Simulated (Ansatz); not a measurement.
**C₄H₉BFN: up Jacob's ladder to CCSD(T)**

One table from this session's results is given with a row withheld; the runs are named, their logs left out.

Method: functionals in def2-TZVPP, the program's frozen cores in correlated methods; program: Ansatz 0.2.0, Gaussian basis.

Levels to be run: LDA (SPW92), PBE-D4, revPBE-D4, BLYP-D4, r2SCAN-D4, B97M-V, PBE0-D4, B3LYP-D4, r2SCANh-D4, r2SCAN0-D4, HSE06-D4, BHLYP-D4, CAM-B3LYP-D4, LC-ωPBE, ωB97X-V, ωB97M-V, B2PLYP, PBE-QIDH; CCSD(T)/def2-SVP; MP2/def2-TZVPP; MP2/def2-QZVPP; RPA on PBE.

## Structure used throughout

The geometry comes from an earlier relaxation with PBE0-D4 in a triple-zeta def2 set; it is a stationary point, not always the lowest conformer.

SMILES `CC#[N+][B-](C)(C)F`, 16 atoms, charge 0, spin multiplicity 1.

Atoms are counted from 1 here; the program's logs count them from 0.

Bond lengths: C1–C2 1.443 Å, C1–H8 1.091 Å, C1–H9 1.091 Å, C1–H10 1.091 Å, C2–N3 1.141 Å, N3–B4 1.693 Å, B4–C5 1.602 Å, B4–C6 1.602 Å, B4–F7 1.395 Å, C5–H11 1.095 Å, C5–H12 1.095 Å, C5–H13 1.095 Å, C6–H14 1.095 Å, C6–H15 1.095 Å, C6–H16 1.095 Å. Angles: C2–C1–H8 109.8°, C2–C1–H9 109.8°, C2–C1–H10 109.4°, H8–C1–H9 109.3°, H8–C1–H10 109.2°, H9–C1–H10 109.2°, C1–C2–N3 179.8°, C2–N3–B4 179.4°, N3–B4–C5 104.2°, N3–B4–C6 104.2°, N3–B4–F7 101.6°, C5–B4–C6 117.4°, C5–B4–F7 113.6°, C6–B4–F7 113.6°, B4–C5–H11 108.6°, B4–C5–H12 113.1°, B4–C5–H13 112.5°, H11–C5–H12 107.0° and more.

The first run:

File in.yaml:

```yaml
crystal:
  periodic: [false, false, false]
  atoms:
    - {symbol: C, position_ang: [1.745577, 0.480188, 2.563707]}
    - {symbol: C, position_ang: [0.994922, 0.390262, 1.334679]}
    - {symbol: N, position_ang: [0.402920, 0.322655, 0.361429]}
    - {symbol: B, position_ang: [-0.467320, 0.236222, -1.088688]}
    - {symbol: C, position_ang: [0.091321, -1.085112, -1.802751]}
    - {symbol: C, position_ang: [-2.001586, 0.232227, -0.626384]}
    - {symbol: F, position_ang: [-0.078453, 1.417998, -1.720070]}
    - {symbol: H, position_ang: [1.066231, 0.436700, 3.416270]}
    - {symbol: H, position_ang: [2.455488, -0.345964, 2.625152]}
    - {symbol: H, position_ang: [2.291348, 1.424693, 2.587811]}
    - {symbol: H, position_ang: [-0.425107, -1.210669, -2.759986]}
    - {symbol: H, position_ang: [-0.086381, -1.995545, -1.221762]}
    - {symbol: H, position_ang: [1.162275, -1.022664, -2.020708]}
    - {symbol: H, position_ang: [-2.635534, 0.180940, -1.517588]}
    - {symbol: H, position_ang: [-2.278781, 1.143200, -0.086370]}
    - {symbol: H, position_ang: [-2.259819, -0.627731, -0.000441]}
basis:
  gaussian: {orbitals: def2-TZVPP}
hamiltonian: {xc: lda}
output: {orbitals: {seedname: orbitals}}
```

Launch:

```console
$ ansatz run in.yaml --threads 8 --pin off --events-out ev --progress --plain --max-ram 18278MiB
```

Among the steps run: LDA; PBE-D4 (GGA); revPBE-D4 (GGA); BLYP-D4 (GGA); r2SCAN-D4 (meta-GGA); B97M-V (meta-GGA); PBE0-D4 (hybrid); B3LYP-D4 (hybrid); r2SCANh-D4 (hybrid); r2SCAN0-D4 (hybrid); HSE06-D4 (hybrid); BHLYP-D4 (hybrid); CAM-B3LYP-D4 (range-separated); LC-ωPBE (range-separated); ωB97X-V (range-separated); ωB97M-V (range-separated); B2PLYP (double hybrid); PBE-QIDH (double hybrid).

One table of the session follows, with a row left open; its other results are not shown here.

It belongs to the step «Orbital energies across the functionals». 

```
  functional  HOMO (eV)  gap (eV)
 LDA (SPW92)      -5.92      4.12
      PBE-D4      -5.78      4.20
   revPBE-D4      -5.72      4.22
     BLYP-D4      -5.71      4.22
   r2SCAN-D4      -6.05      4.73
      B97M-V      -6.16      4.93
     PBE0-D4      -7.19      6.69
    B3LYP-D4      -7.00      6.21
  r2SCANh-D4      -6.58      5.65
  r2SCAN0-D4      -7.38      7.04
    HSE06-D4      -6.79      5.90
    BHLYP-D4      -8.56      9.22
CAM-B3LYP-D4      -8.63      9.28
     LC-ωPBE      -9.92     11.82
     ωB97X-V          ?         ?
     ωB97M-V      -9.49     10.99
```

**Question.** Estimate the row for ωB97X-V.

As computed: HOMO (eV): -9.59; gap (eV): 11.40. In the column «HOMO (eV)» it lies between LC-ωPBE (-9.92) and ωB97M-V (-9.49).
